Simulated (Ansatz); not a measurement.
# AsFH2Mg: the cost of one run

Program: Ansatz 0.2.0. Level of theory: RKS r2SCANh-D4/def2-SVP. These are calculated values, not measurements.

### Step 1. The structure to begin with

Bond lengths: F1–Mg2 1.708 Å, Mg2–As3 2.407 Å, As3–H4 1.516 Å, As3–H5 1.516 Å. Angles: F1–Mg2–As3 156.2°, Mg2–As3–H4 89.2°, Mg2–As3–H5 89.3°, H4–As3–H5 88.8°.

Coordinates:

```xyz
5

F    -1.3356   -1.9761    1.2429
Mg   -0.0395   -0.9383    0.8408
As    1.0668    0.8541   -0.3243
H    -0.1680    1.7128   -0.1340
H     0.4763    0.3474   -1.6254
```

### Step 2. Relaxing end A

input.yaml reads:

```yaml
crystal:
  periodic: [false, false, false]
  atoms:
    - { symbol: F, position_ang: [-1.33557, -1.97605, 1.24285] }
    - { symbol: Mg, position_ang: [-0.03948, -0.93825, 0.84079] }
    - { symbol: As, position_ang: [1.06683, 0.85411, -0.32429] }
    - { symbol: H, position_ang: [-0.16803, 1.71284, -0.13395] }
    - { symbol: H, position_ang: [0.47626, 0.34736, -1.6254] }
basis:
  gaussian: { orbitals: def2-SVP }
hamiltonian:
  xc: r2scanh
  dispersion: d4
relax:
  f_tol: 0.015
  max_steps: 40
```

Command:

```bash
$ ansatz run input.yaml --threads 1 --pin off --max-ram 2048MiB --backend cpu --events-out ev --progress --plain --runs-dir out
```

Q: Estimate wall time and peak memory on 1 thread of Intel Xeon 6975P-C (Granite Rapids), shared host.

About 18 s, with a peak of 0.18 GiB.
